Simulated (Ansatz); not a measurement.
# C₂H₆FIn: basis-set convergence

How large a basis does C₂H₆FIn need? Two functionals are run in growing sets.

Computed with Ansatz 0.2.0, Gaussian basis. Level: one geometry, several basis sets.

The runs, in order: PBE0-D4/def2-SVP; ωB97M-V/def2-SVP; PBE0-D4/def2-QZVPP; ωB97M-V/def2-QZVPP; the functionals' def2-TZVPP values are taken from earlier runs.

## Step 1: The geometry

The geometry comes from an earlier relaxation with PBE0-D4 in a triple-zeta def2 set; it is a stationary point, not always the lowest conformer. In takes the def2 core potential; no spin-orbit term is included.

SMILES `C[CH](F)[InH2]`, 10 atoms, charge 0, spin multiplicity 1.

Atoms are counted from 1 here; the program's logs count them from 0.

Bond lengths: C1–C2 1.503 Å, C1–H5 1.095 Å, C1–H6 1.092 Å, C1–H7 1.094 Å, C2–F3 1.414 Å, C2–In4 2.197 Å, C2–H8 1.093 Å, In4–H9 1.729 Å, In4–H10 1.726 Å. Angles: C2–C1–H5 111.0°, C2–C1–H6 111.9°, C2–C1–H7 109.7°, H5–C1–H6 108.3°, H5–C1–H7 107.9°, H6–C1–H7 107.9°, C1–C2–F3 108.7°, C1–C2–In4 116.7°, C1–C2–H8 110.5°, F3–C2–In4 102.3°, F3–C2–H8 105.8°, In4–C2–H8 111.9°, C2–In4–H9 117.1°, C2–In4–H10 121.1°, H9–In4–H10 121.7°.

## Step 2: PBE0-D4 in def2-SVP

in.yaml reads:

```yaml
crystal:
  periodic: [false, false, false]
  atoms:
    - {symbol: C, position_ang: [-0.140796, 1.253638, -0.575250]}
    - {symbol: C, position_ang: [0.633823, 0.180049, 0.137184]}
    - {symbol: F, position_ang: [0.870156, 0.597098, 1.467831]}
    - {symbol: In, position_ang: [-0.385225, -1.745452, 0.423841]}
    - {symbol: H, position_ang: [0.391282, 2.210492, -0.541480]}
    - {symbol: H, position_ang: [-1.131872, 1.397581, -0.139098]}
    - {symbol: H, position_ang: [-0.271887, 0.979252, -1.626576]}
    - {symbol: H, position_ang: [1.621216, 0.055097, -0.315772]}
    - {symbol: H, position_ang: [-2.079861, -1.696210, 0.762680]}
    - {symbol: H, position_ang: [0.493143, -3.231536, 0.406640]}
basis:
  gaussian: {orbitals: def2-SVP}
hamiltonian: {xc: pbe0, dispersion: d4}
output: {orbitals: {seedname: orbitals}}
```

Run with:

```console
> ansatz run in.yaml --threads 2 --pin off --events-out ev --progress --plain --max-ram 4352MiB
```

The program printed:

```text
Functional definition: PBE0
  name "PBE0"
  cite "Adamo & Barone, J. Chem. Phys. 110, 6158 (1999) doi:10.1063/1.478522"
  cite "Perdew, Burke & Ernzerhof, Phys. Rev. Lett. 77, 3865 (1996) doi:10.1103/PhysRevLett.77.3865"
  parent pbe
  parameter a = 0.25
  parameter kappa = 0.804
  parameter beta = 0.06672455060314922
  exchange = (1 - a)*pbe_x(kappa = kappa, mu = beta*pi^2/3) + a*exact_x
  correlation = pbe_c(beta = beta)
1179 factors; their error is unknown
mean field evaluation 1: about -10047.4866 eV, gradient 4.3e1 eV
mean field evaluation 2: about -10045.8005 eV, gradient 4.9e1 eV
mean field evaluation 4: about -10052.0333 eV, gradient 2.2e0 eV
mean field evaluation 8: about -10052.0473 eV, gradient 2.5e-2 eV
mean field evaluation 16: about -10052.1543 eV, gradient 8.1e-5 eV
mean field -10052.15425493 eV, -369.4098552739 hartree, gradient 8.1e-5 eV, S^2 0.000000; 0 other end points of the search recorded, 0 dependent functions left out
reference -10052.15429088 eV, -369.4098565949 hartree; 24, 24 occupied and 74, 74 virtual orbitals, 1179 factors
Total energy: -10052.29854402 eV, -369.4151578000 hartree
```

Wall time 1.6 s (2 threads of Arm Neoverse V1, shared host).

## Step 3: ωB97M-V in def2-SVP

Changes to in.yaml since step 2:

```diff
@@ -15,3 +15,3 @@
   gaussian: {orbitals: def2-SVP}
-hamiltonian: {xc: pbe0, dispersion: d4}
+hamiltonian: {xc: {name: wB97M-V}}
 output: {orbitals: {seedname: orbitals}}
```

Same command.

The program printed, shortened:

```text
Functional definition: wB97M-V
  name "wB97M-V"
  cite "Mardirossian & Head-Gordon, J. Chem. Phys. 144, 214110 (2016) doi:10.1063/1.4952647"
  cite "Becke, J. Chem. Phys. 107, 8554 (1997) doi:10.1063/1.475007"
  cite "Vydrov & Van Voorhis, J. Chem. Phys. 133, 244103 (2010) doi:10.1063/1.3521275"
  # Of w^i u^j: cxij and so on, Table III.
[...]
  gx(w, u) = 1 - cx + cx01*u + cx10*w
  gss(w, u) = css00 + css04*u^4 + css10*w + css20*w^2 + css43*w^4*u^3
  gos(w, u) = cos00 + cos10*w + (cos20 + cos21*u)*w^2 + (cos60 + cos61*u)*w^6
[...]
      + integral(e_c_pw_mod_opposite_spin*gos(b97_w_opposite, b97_u_opposite)) + vv10(b, c)
1141 factors; their error is unknown
286 factors; integrals over basis functions are off by at most 7.2e-6 eV
[...]
mean field -10053.72959710 eV, -369.4677480306 hartree, gradient 4.1e-5 eV, S^2 0.000000; 0 other end points of the search recorded, 0 dependent functions left out
reference -10053.72965531 eV, -369.4677501699 hartree; 24, 24 occupied and 74, 74 virtual orbitals, 1141 factors
Total energy: -10053.72965531 eV, -369.4677501699 hartree
```

Wall time 6.5 s (2 threads of Arm Neoverse V1, shared host).

## Step 4: PBE0-D4 in def2-QZVPP

Changes to in.yaml since step 3:

```diff
@@ -14,4 +14,4 @@
 basis:
-  gaussian: {orbitals: def2-SVP}
-hamiltonian: {xc: {name: wB97M-V}}
+  gaussian: {orbitals: "def2-QZVPP.json"}
+hamiltonian: {xc: pbe0, dispersion: d4}
 output: {orbitals: {seedname: orbitals}}
```

Same command.

The program printed:

```text
Functional definition: PBE0
  name "PBE0"
  cite "Adamo & Barone, J. Chem. Phys. 110, 6158 (1999) doi:10.1063/1.478522"
  cite "Perdew, Burke & Ernzerhof, Phys. Rev. Lett. 77, 3865 (1996) doi:10.1103/PhysRevLett.77.3865"
  parent pbe
  parameter a = 0.25
  parameter kappa = 0.804
  parameter beta = 0.06672455060314922
  exchange = (1 - a)*pbe_x(kappa = kappa, mu = beta*pi^2/3) + a*exact_x
  correlation = pbe_c(beta = beta)
1409 factors; their error is unknown
mean field evaluation 1: about -10051.2096 eV, gradient 5.6e1 eV
mean field evaluation 2: about -10046.2626 eV, gradient 7.0e1 eV
mean field evaluation 4: about -10058.3861 eV, gradient 3.9e0 eV
mean field evaluation 8: about -10058.4186 eV, gradient 7.6e-2 eV
mean field evaluation 16: about -10058.4648 eV, gradient 6.1e-5 eV
mean field -10058.46477305 eV, -369.6417625371 hartree, gradient 6.1e-5 eV, S^2 0.000000; 0 other end points of the search recorded, 0 dependent functions left out
reference -10058.46481739 eV, -369.6417641669 hartree; 24, 24 occupied and 409, 409 virtual orbitals, 1409 factors
Total energy: -10058.60907053 eV, -369.6470653720 hartree
```

Wall time 12 s (2 threads of Arm Neoverse V1, shared host); peak memory 1.2 GiB.

## Step 5: ωB97M-V in def2-QZVPP

Changes to in.yaml since step 4:

```diff
@@ -15,3 +15,3 @@
   gaussian: {orbitals: "def2-QZVPP.json"}
-hamiltonian: {xc: pbe0, dispersion: d4}
+hamiltonian: {xc: {name: wB97M-V}}
 output: {orbitals: {seedname: orbitals}}
```

The command is unchanged.

The program printed, shortened:

```text
Functional definition: wB97M-V
  name "wB97M-V"
  cite "Mardirossian & Head-Gordon, J. Chem. Phys. 144, 214110 (2016) doi:10.1063/1.4952647"
  cite "Becke, J. Chem. Phys. 107, 8554 (1997) doi:10.1063/1.475007"
  cite "Vydrov & Van Voorhis, J. Chem. Phys. 133, 244103 (2010) doi:10.1063/1.3521275"
  # Of w^i u^j: cxij and so on, Table III.
[...]
  gx(w, u) = 1 - cx + cx01*u + cx10*w
  gss(w, u) = css00 + css04*u^4 + css10*w + css20*w^2 + css43*w^4*u^3
  gos(w, u) = cos00 + cos10*w + (cos20 + cos21*u)*w^2 + (cos60 + cos61*u)*w^6
[...]
      + integral(e_c_pw_mod_opposite_spin*gos(b97_w_opposite, b97_u_opposite)) + vv10(b, c)
1369 factors; their error is unknown
359 factors; integrals over basis functions are off by at most 1.1e-5 eV
[...]
mean field -10060.28461090 eV, -369.7086403446 hartree, gradient 7.1e-5 eV, S^2 0.000000; 0 other end points of the search recorded, 0 dependent functions left out
reference -10060.28468329 eV, -369.7086430052 hartree; 24, 24 occupied and 409, 409 virtual orbitals, 1369 factors
Total energy: -10060.28468329 eV, -369.7086430052 hartree
```

It took 28 s on 2 threads of Arm Neoverse V1, shared host; peak memory 1.5 GiB.

## Step 6: Density functionals: the series

The def2-TZVPP values come from earlier runs at the same geometry.

| functional | basis | functions | energy (eV) | from the largest (eV) | HOMO (eV) | LUMO (eV) |
| --- | --- | --- | --- | --- | --- | --- |
| PBE0-D4 | def2-SVP | 98 | -10052.2985 | 6.311 | -6.97 | -1.73 |
| PBE0-D4 | def2-TZVPP | 227 | -10058.2966 | 0.312 | -7.04 | -1.79 |
| PBE0-D4 | def2-QZVPP | 433 | -10058.6091 | 0.000 | -7.06 | -1.81 |
| ωB97M-V | def2-SVP | 98 | -10053.7297 | 6.555 | -9.12 | -0.15 |
| ωB97M-V | def2-TZVPP | 227 | -10059.9748 | 0.310 | -9.22 | -0.33 |
| ωB97M-V | def2-QZVPP | 433 | -10060.2847 | 0.000 | -9.24 | -0.37 |

## Step 7: What came out

| quantity | value |
| --- | --- |
| PBE0-D4: double and triple zeta above quadruple | 6.31, 0.31 eV |
| ωB97M-V: double and triple zeta above quadruple | 6.56, 0.31 eV |

PBE0-D4 gains 6.00 eV from double to triple zeta, then 0.31 eV more. Total energies overstate the basis error of differences, where much of it tends to cancel.

For PBE0-D4 the largest set took about 8 times as long as the smallest (12 s against 1.6 s).
